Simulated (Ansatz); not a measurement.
# TiH2S2F2: up Jacob's ladder to CCSD(T)

The runs use Ansatz 0.2.0, Gaussian basis; functionals in def2-TZVPP, the program's frozen cores in correlated methods.

Plan: PBE-D4, r2SCAN-D4, PBE0-D4, B3LYP-D4, ωB97X-V, ωB97M-V, B2PLYP; CCSD(T)/def2-TZVPP; MP2/def2-QZVPP; extrapolation to the limit.

**1. The relaxed structure**

The geometry comes from an earlier relaxation with PBE0-D4/def2-TZVP; it is a stationary point, not always the lowest conformer.

SMILES `[F][Ti]([F])([SH])[SH]`, 7 atoms, charge 0, spin multiplicity 1.

Atoms are counted from 1 here; the program's logs count them from 0.

Bond lengths: F1–Ti2 1.742 Å, Ti2–F3 1.742 Å, Ti2–S4 2.276 Å, Ti2–S5 2.276 Å, S4–H6 1.348 Å, S5–H7 1.348 Å. Angles: F1–Ti2–F3 116.2°, F1–Ti2–S4 111.4°, F1–Ti2–S5 104.3°, F3–Ti2–S4 104.3°, F3–Ti2–S5 111.4°, S4–Ti2–S5 109.1°, Ti2–S4–H6 91.2°, Ti2–S5–H7 91.2°.

**2. PBE-D4 (GGA)**

Contents of in.yaml:

```yaml
crystal:
  periodic: [false, false, false]
  atoms:
    - {symbol: F, position_ang: [-0.187627, -1.367892, -1.649421]}
    - {symbol: Ti, position_ang: [-0.024098, -0.636265, -0.076861]}
    - {symbol: F, position_ang: [0.069849, -1.731394, 1.274749]}
    - {symbol: S, position_ang: [-1.799748, 0.703164, 0.405392]}
    - {symbol: S, position_ang: [1.851083, 0.642776, -0.242512]}
    - {symbol: H, position_ang: [-1.649101, 1.367823, -0.757732]}
    - {symbol: H, position_ang: [1.739642, 1.021779, 1.046384]}
basis:
  gaussian: {orbitals: def2-TZVPP}
hamiltonian: {xc: pbe, dispersion: d4}
output: {forces: true, orbitals: {seedname: orbitals}}
```

Run with:

```bash
$ ansatz run in.yaml --threads 2 --pin off --events-out ev --progress --plain --max-ram 22528MiB --backend cpu
```

**Question.** How long does this run take on 2 threads of AMD EPYC 7R13, shared host, and how much memory does it need?

About 4 s, with a peak of 0.4 GiB.
